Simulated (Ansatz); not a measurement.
# SnNH₄ radical (SMILES [NH2][SnH2]): single points off equilibrium

One table from this session's results is given with a row withheld; the runs are named, their logs left out.

The runs use Ansatz 0.2.0, Gaussian basis; single points in def2-TZVPP.

Correlated methods freeze the cores. Filled d shells of the heavier atoms are correlated. Core potentials replace the inner electrons past krypton, and spin-orbit coupling is left out. Orbitals are unrestricted.

### Where the work starts

SMILES `[NH2][SnH2]`, 6 atoms, charge 0, spin multiplicity 2.

Atoms are counted from 1 here; the program's logs count them from 0.

Bond lengths: N1–Sn2 2.112 Å, N1–H3 1.059 Å, N1–H4 0.943 Å, Sn2–H5 1.741 Å, Sn2–H6 1.731 Å. Angles: Sn2–N1–H3 121.3°, Sn2–N1–H4 122.0°, H3–N1–H4 104.3°, N1–Sn2–H5 96.9°, N1–Sn2–H6 92.8°, H5–Sn2–H6 104.1°.

As a file:

```xyz
6
charge 0, multiplicity 2
N    -0.14800   -0.93880    0.08700
Sn    0.72120    0.97840   -0.07840
H    -0.07430   -1.64500   -0.69830
H    -0.07440   -1.45490    0.87300
H    -0.08470    1.44780   -1.54910
H    -0.27650    1.63310    1.17530
```

The first run:

The input, run/in.yaml:

```yaml
crystal:
  periodic: [false, false, false]
  atoms:
    - {symbol: N, position_ang: [-0.148000, -0.938800, 0.087000]}
    - {symbol: Sn, position_ang: [0.721200, 0.978400, -0.078400]}
    - {symbol: H, position_ang: [-0.074300, -1.645000, -0.698300]}
    - {symbol: H, position_ang: [-0.074400, -1.454900, 0.873000]}
    - {symbol: H, position_ang: [-0.084700, 1.447800, -1.549100]}
    - {symbol: H, position_ang: [-0.276500, 1.633100, 1.175300]}
basis:
  gaussian: {orbitals: def2-TZVPP}
magnetization: {spin_polarized: true, initial_magnetization: 1}
correlation: {method: ccsd_t}
scf: {omitted_lower_state_checks: [cluster_reference]}
output: {forces: true}
```

The run is started by

```
$ ansatz run in.yaml --threads 8 --pin off --events-out ev --progress --plain --max-ram 10444MiB
```

Steps of the session up to this table: CCSD(T)/def2-TZVPP; PBE0-D4/def2-TZVPP; wB97M-V/def2-TZVPP; r2SCAN-D4/def2-TZVPP; PBE-D4/def2-TZVPP; SPW92/def2-TZVPP; B97M-V/def2-TZVPP.

One table of the session follows, with a row left open; its other results are not shown here.

```
   method  RMS force component (eV/Å)  angle to CCSD(T) forces (°)  dipole (D)
  CCSD(T)                       1.592                    reference        1.46
  PBE0-D4                       1.572                          3.8        1.44
  wB97M-V                       1.578                          1.8        1.52
r2SCAN-D4                           ?                            ?           ?
   PBE-D4                       1.569                         10.5        1.46
    SPW92                       1.650                          8.3        1.41
   B97M-V                       1.503                          8.7        1.63
```

Q: Estimate the row for r2SCAN-D4 from the others.

The run gave: RMS force component (eV/Å): 1.546; angle to CCSD(T) forces (°): 5.2; dipole (D): 1.46. In the column «RMS force component (eV/Å)» it lies between B97M-V (1.503) and PBE-D4 (1.569).

Limits of these values: The reference is not at the basis limit: in triple zeta CCSD(T) underbinds, which counts against methods that bind more; the gaps are no ranking.
